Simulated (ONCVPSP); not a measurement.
**An ONCV potential for platinum, from input to tests**

Do these settings give a usable potential? It is generated, then checked for transferability, scattering, ghosts and hardness.

The numbers are computed with ONCVPSP 4.0.1 (PBEsol, scalar-relativistic, spin-unpolarised reference atom).

### 1 The atom and the settings

Typed settings, in words:

| Item | Value |
| --- | --- |
| element | platinum (Pt, Z = 78) |
| type | optimised norm-conserving Vanderbilt (ONCV) |
| frozen core | [Kr] 4d10 |
| valence charge | 32 |
| reference configuration | 4f14 5s2 5p6 5d9 6s1 |
| partial waves | 5s+6s: rc 1.50 bohr, ncon 4, nbas 8, qcut 8.9 1/bohr, 2 projectors; 5p: rc 1.70 bohr, ncon 3, nbas 6, qcut 8.2 1/bohr, 1 projector; 5d: rc 2.45 bohr, ncon 4, nbas 8, qcut 6.5 1/bohr, 2 projectors, debl 2.5 Ha; 4f: rc 0.50 bohr, ncon 4, nbas 6, qcut 23.3 1/bohr, local |
| local potential | the f channel |
| core correction | Teter function fitted to the true core (icmod 2), fcfact 0.55 |

The outer shells as boxes (Hund's rule for the drawing; the calculation is spin-unpolarised):

```
[Kr] core
4d [↑↓][↑↓][↑↓][↑↓][↑↓]
4f [↑↓][↑↓][↑↓][↑↓][↑↓][↑↓][↑↓]
5s [↑↓]
5p [↑↓][↑↓][↑↓]
5d [↑↓][↑↓][↑↓][↑↓][↑ ]
6s [↑ ]
```

### 2 Generation

The input, Pt.dat:

```
# ATOM AND REFERENCE CONFIGURATION
# atsym  z   nc   nv     iexc    psfile
  Pt 78.00    9    5  -116133      upf
#
#   n    l    f
    1    0    2.00
    2    0    2.00
    2    1    6.00
    3    0    2.00
    3    1    6.00
    3    2   10.00
    4    0    2.00
    4    1    6.00
    4    2   10.00
    4    3   14.00
    5    0    2.00
    5    1    6.00
    5    2    9.00
    6    0    1.00
#
# PSEUDOPOTENTIAL AND OPTIMIZATION
# lmax
    3
#
#   l,   rc,      ep,       ncon, nbas, qcut
    0    1.50    0.00    4    8    8.90
    1    1.70    0.00    3    6    8.20
    2    2.45    0.00    4    8    6.50
    3    0.50    0.00    4    6   23.30
#
# LOCAL POTENTIAL
# lloc, lpopt,  rc(5),   dvloc0
    3    5    0.50    0.00
#
# VANDERBILT-KLEINMAN-BYLANDER PROJECTORs
# l, nproj, debl
    0    2    1.10
    1    1    2.80
    2    2    2.50
    3    0    2.20
#
# MODEL CORE CHARGE
# icmod, fcfact, rcfact
    2    0.55    0.90
#
# LOG DERIVATIVE ANALYSIS
# epsh1, epsh2, depsh
   -5.00    5.00    0.04
#
# OUTPUT GRID
# rlmax, drl
    6.00    0.01
#
# TEST CONFIGURATIONS
# ncnf
    4
# nvcnf
#   n    l    f
    5
    4    3   14.00
    5    0    2.00
    5    1    6.00
    5    2    9.00
    6    0    0.00
#
    5
    4    3   14.00
    5    0    2.00
    5    1    6.00
    5    2    8.00
    6    0    0.00
#
    5
    4    3   14.00
    5    0    2.00
    5    1    6.00
    5    2    7.00
    6    0    0.00
#
    5
    4    3   14.00
    5    0    2.00
    5    1    6.00
    5    2    6.00
    6    0    0.00
#
```

The run is started by

```sh
oncvpsp.x < Pt.dat > Pt.out
```

**Question.** What will these runs give? Wanted: cutoffs for 1 and 0.1 mHa per electron, occupied waves; bound ghosts; GHOST(+) flags; largest miss of a reference level; largest test error; largest phase difference near zero energy, channels read; rms error of d²Exc/dn², without and with the model core.

The runs gave:

| quantity | value |
| --- | --- |
| cutoffs for 1 and 0.1 mHa per electron, occupied waves | 612 Ha and 859 Ha |
| bound ghosts | s at -1677.98 eV, p at -1173.24 eV, d at -690.89 eV |
| GHOST(+) flags | s at 118 eV |
| largest miss of a reference level | 40 meV (4f) |
| largest test error (AE − PS) | +132 meV, for 4f14 5s2 5p6 5d6 6s0 |
| largest phase difference near zero energy, channels read | 0.067 rad |
| rms error of d²Exc/dn², without and with the model core | 6.02 and 1.42 mHa |

A bound ghost (s, p, d) makes it unfit for use: electrons can fall into a state that the atom doesn't have. Already in the reference configuration the 4f level is off by 40 meV. The worst unpolarised test, 4f14 5s2 5p6 5d6 6s0, is off by 132 meV on 107.2 eV; by total energies transferability rates as fair for so large an energy. That test lies far up in energy; among those under 40 eV, nearer to bonding, the largest error is 4.3 meV. It counts as very hard, with 612 Ha needed at the looser tolerance. At the looser tolerance the 4f wave is the slowest; 5s needs 28 Ha. Of the channels read, p scatters worst near zero energy, by up to 0.07 rad. The program also flags highly localised states, GHOST(+) (s). All of this concerns the isolated atom, not yet a solid.
